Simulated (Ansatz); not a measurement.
**CH5FGeO: a ladder of functionals and wavefunction methods**

One table from this session's results is given with a row withheld; the runs are named, their logs left out.

The runs use Ansatz 0.2.0, Gaussian basis; functionals in def2-TZVPP, the program's frozen cores in correlated methods.

The runs, in order: LDA (SPW92), PBE-D4, revPBE-D4, BLYP-D4, r2SCAN-D4, B97M-V, PBE0-D4, B3LYP-D4, r2SCANh-D4, r2SCAN0-D4, HSE06-D4, BHLYP-D4, CAM-B3LYP-D4, LC-ωPBE, ωB97X-V, ωB97M-V, B2PLYP, PBE-QIDH; CCSD(T)/def2-SVP; CCSD(T)/def2-TZVPP; MP2/def2-QZVPP; extrapolation to the limit; RPA on PBE.

### Structure used throughout

The geometry comes from an earlier relaxation with PBE0-D4 in a triple-zeta def2 set; it is a stationary point, not always the lowest conformer.

SMILES `O[CH](F)[GeH3]`, 9 atoms, charge 0, spin multiplicity 1.

Atoms are counted from 1 here; the program's logs count them from 0.

Bond lengths: O1–C2 1.375 Å, O1–H5 0.964 Å, C2–F3 1.393 Å, C2–Ge4 1.989 Å, C2–H6 1.098 Å, Ge4–H7 1.535 Å, Ge4–H8 1.532 Å, Ge4–H9 1.536 Å. Angles: C2–O1–H5 109.5°, O1–C2–F3 110.1°, O1–C2–Ge4 108.5°, O1–C2–H6 112.0°, F3–C2–Ge4 108.9°, F3–C2–H6 105.2°, Ge4–C2–H6 112.1°, C2–Ge4–H7 108.3°, C2–Ge4–H8 108.5°, C2–Ge4–H9 108.7°, H7–Ge4–H8 110.7°, H7–Ge4–H9 109.9°, H8–Ge4–H9 110.7°.

Set-up of the first run:

in.yaml reads:

```yaml
crystal:
  periodic: [false, false, false]
  atoms:
    - {symbol: O, position_ang: [0.158164, 1.271095, -1.038187]}
    - {symbol: C, position_ang: [0.603936, 0.473417, -0.010641]}
    - {symbol: F, position_ang: [1.799826, -0.144134, -0.369720]}
    - {symbol: Ge, position_ang: [-0.763579, -0.926591, 0.341590]}
    - {symbol: H, position_ang: [0.741485, 2.032456, -1.130811]}
    - {symbol: H, position_ang: [0.840194, 1.055435, 0.889545]}
    - {symbol: H, position_ang: [-0.212795, -1.880458, 1.411063]}
    - {symbol: H, position_ang: [-1.036660, -1.679103, -0.964886]}
    - {symbol: H, position_ang: [-2.042171, -0.248415, 0.854947]}
basis:
  gaussian: {orbitals: def2-TZVPP}
hamiltonian: {xc: lda}
output: {orbitals: {seedname: orbitals}}
```

Run with:

```
ansatz run in.yaml --threads 4 --pin off --events-out ev --progress --plain --max-ram 10444MiB
```

Steps of the session up to this table: LDA; PBE-D4 (GGA); revPBE-D4 (GGA); BLYP-D4 (GGA); r2SCAN-D4 (meta-GGA); B97M-V (meta-GGA); PBE0-D4 (hybrid); B3LYP-D4 (hybrid); r2SCANh-D4 (hybrid); r2SCAN0-D4 (hybrid); HSE06-D4 (hybrid); BHLYP-D4 (hybrid); CAM-B3LYP-D4 (range-separated); LC-ωPBE (range-separated); ωB97X-V (range-separated); ωB97M-V (range-separated); B2PLYP (double hybrid); PBE-QIDH (double hybrid).

One of the session's tables, all rows but one given; the rest of the session is left out.

It belongs to the step «Frontier levels by functional». 

```
  functional  HOMO (eV)  LUMO (eV)  gap (eV)
 LDA (SPW92)      -6.96      -0.38      6.58
      PBE-D4      -6.83      -0.21      6.63
   revPBE-D4      -6.78      -0.14      6.64
     BLYP-D4          ?          ?         ?
   r2SCAN-D4      -7.15       0.36      7.51
      B97M-V      -7.28      -0.01      7.28
     PBE0-D4      -8.29       0.67      8.96
    B3LYP-D4      -8.10       0.30      8.40
  r2SCANh-D4      -7.69       0.64      8.33
  r2SCAN0-D4      -8.50       1.03      9.53
    HSE06-D4      -7.89       0.30      8.18
    BHLYP-D4      -9.68       1.34     11.02
CAM-B3LYP-D4      -9.72       1.48     11.20
     LC-ωPBE     -11.01       2.82     13.83
     ωB97X-V     -10.69       2.63     13.32
     ωB97M-V     -10.57       2.21     12.78
```

**Question.** Estimate the row for BLYP-D4.

Worked estimate for «HOMO (eV)». Against the share of exact exchange, B3LYP-D4 (0.2, -8.10), BHLYP-D4 (0.5, -9.68) give a slope of -5.27 per unit share; at 0 the line stands at -7.05.

**Answer.** HOMO (eV): -6.77; LUMO (eV): -0.25; gap (eV): 6.53. In «HOMO (eV)» the line misses by -0.28.
